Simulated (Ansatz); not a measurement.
Crystal: BiTe.

```
Bi Te
1.0
     2.42271    1.39875    3.31729
    -2.42271    1.39875    3.31729
     0.00000   -2.79750    3.31729
Bi Te
1 1
Direct
  0.50000 0.50000 0.50000
  0.00000 0.00000 0.00000
```

The cell comes from a database or a generator and needn't be the stable form of this composition.

| Item | Value |
| --- | --- |
| Program | Ansatz 0.2.0 |
| Task | relaxation of cell and atoms |
| Functional | PBEsol |
| Dispersion | D3(BJ) |
| Potentials or basis | Ansatz PAW |
| Cutoff | 420 eV (not typed: the program's choice for these potentials) |
| k mesh | 7 × 7 × 7 |
| Occupations | fermi-dirac, width 0.05 eV |
| Spin | no spin polarisation |

At the start: volume 33.72 Å³/atom.

Task: How do energy, volume and symmetry change on relaxing?

Result: It ends after 6 steps and the volume is 30.12 Å³/atom (-10.7 %); space group R-3m (No. 166, to 0.05 Å).

Step by step:
| step | energy change (eV) | largest force (eV/Å) | volume (Å³) |
| --- | --- | --- | --- |
| 1 | 0.0000 | 0.0000 | 67.45 |
| 2 | -0.0790 | 0.0000 | 59.49 |
| 3 | -0.0975 | 0.0000 | 61.49 |
| 4 | -0.1024 | 0.0000 | 61.09 |
| 5 | -0.1053 | 0.0000 | 60.25 |
| 6 | -0.1042 | 0.0000 | 60.25 |

Final structure:
```yaml
crystal:
  lattice:
    - [2.40333, 1.38756, 3.01111]
    - [-2.40333, 1.38756, 3.01111]
    - [0.00000, -2.77513, 3.01111]
  atoms:
    - { symbol: Bi, position: [0.50000, 0.50000, 0.50000] }
    - { symbol: Te, position: [0.00000, 0.00000, 0.00000] }
```

Caveat: the plane-wave basis is chosen anew once the cell has moved, so the energies of steps on either side of that aren't comparable; pairwise dispersion overbinds metals, which lowers pressure and volume; the PAW data sets come from PBE, with cores solved anew for the run's functional, which leaves a small shift of forces and pressure.
